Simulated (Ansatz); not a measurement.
# ClFH₄O₂Si₂: a ladder of functionals and wavefunction methods

Aim: compute ClFH₄O₂Si₂ with functionals from several rungs and with coupled cluster, and see how far each lands from CCSD(T) at the basis-set limit for the atomisation energy.

Method: functionals in def2-TZVPP, the program's frozen cores in correlated methods; program: Ansatz 0.2.0, Gaussian basis.

Levels to be run: PBE-D4, r2SCAN-D4, PBE0-D4, B3LYP-D4, ωB97X-V, ωB97M-V, B2PLYP; CCSD(T)/def2-TZVPP; MP2/def2-QZVPP; extrapolation to the limit.

### Step 1. The geometry

The geometry comes from an earlier relaxation with PBE0-D4 in a triple-zeta def2 set; it is a stationary point, not always the lowest conformer.

SMILES `O[Si@H](Cl)[Si@@H](O)F`, 10 atoms, charge 0, spin multiplicity 1.

Atoms are counted from 1 here; the program's logs count them from 0.

Bond lengths: O1–Si2 1.635 Å, O1–H7 0.958 Å, Si2–F3 1.607 Å, Si2–Si4 2.354 Å, Si2–H8 1.478 Å, Si4–O5 1.641 Å, Si4–Cl6 2.063 Å, Si4–H9 1.480 Å, O5–H10 0.960 Å. Angles: Si2–O1–H7 119.3°, O1–Si2–F3 110.2°, O1–Si2–Si4 113.2°, O1–Si2–H8 105.6°, F3–Si2–Si4 103.6°, F3–Si2–H8 108.0°, Si4–Si2–H8 116.1°, Si2–Si4–O5 110.3°, Si2–Si4–Cl6 106.5°, Si2–Si4–H9 115.6°, O5–Si4–Cl6 111.4°, O5–Si4–H9 105.3°, Cl6–Si4–H9 107.7°, Si4–O5–H10 117.4°.

### Step 2. PBE-D4 (GGA)

Input file in.yaml:

```yaml
crystal:
  periodic: [false, false, false]
  atoms:
    - {symbol: O, position_ang: [0.080760, -0.925851, 2.101891]}
    - {symbol: Si, position_ang: [-0.569579, 0.184622, 1.093815]}
    - {symbol: F, position_ang: [0.110448, 1.620149, 1.335910]}
    - {symbol: Si, position_ang: [-0.135130, -0.258943, -1.176614]}
    - {symbol: O, position_ang: [1.412645, 0.141691, -1.548643]}
    - {symbol: Cl, position_ang: [-1.485796, 0.860266, -2.262547]}
    - {symbol: H, position_ang: [0.988212, -1.204696, 1.969662]}
    - {symbol: H, position_ang: [-1.994207, 0.283520, 1.475726]}
    - {symbol: H, position_ang: [-0.284836, -1.670879, -1.592890]}
    - {symbol: H, position_ang: [1.702784, 1.030817, -1.332910]}
basis:
  gaussian: {orbitals: def2-TZVPP}
hamiltonian: {xc: pbe, dispersion: d4}
output: {forces: true, orbitals: {seedname: orbitals}}
```

After this run come: r2SCAN-D4 (meta-GGA); PBE0-D4 (hybrid); B3LYP-D4 (hybrid); ωB97X-V (range-separated); ωB97M-V (range-separated); B2PLYP (double hybrid); CCSD(T) in def2-TZVPP; MP2 in def2-QZVPP.

**Question.** What will the summary of the whole plan be? Wanted: atomisation energy, CCSD(T)/CBS; farthest; mean size of error, hybrid; mean size of error, range-separated; gap, smallest and largest; T1 diagnostic; triples share of the correlation energy.

The runs gave:

| quantity | value |
| --- | --- |
| atomisation energy, CCSD(T)/CBS | 38.748 eV |
| functionals within 0.194 eV (0.5 %) | PBE-D4, r2SCAN-D4, ωB97X-V, ωB97M-V |
| farthest | B2PLYP (-0.834 eV) |
| mean size of error, hybrid | 0.678 eV |
| mean size of error, range-separated | 0.122 eV |
| gap, smallest and largest | 4.99 eV (PBE-D4), 11.45 eV (ωB97X-V) |
| T1 diagnostic | 0.0120 |
| triples share of the correlation energy | 3.4 % |

In words: PBE-D4 misses by +0.068 eV. Double hybrids carry the basis error of their MP2 part in triple zeta, and no dispersion term here, so their miss is partly the set-up's. Misses under about 0.194 eV are within the doubt on the reference itself, which lacks core-valence correlation, relativity and higher excitations. Hartree-Fock recovers 72 % of the binding; the rest is correlation. The gap grows from 5.0 to 11.5 eV across the functionals, mostly with the share of exact exchange.
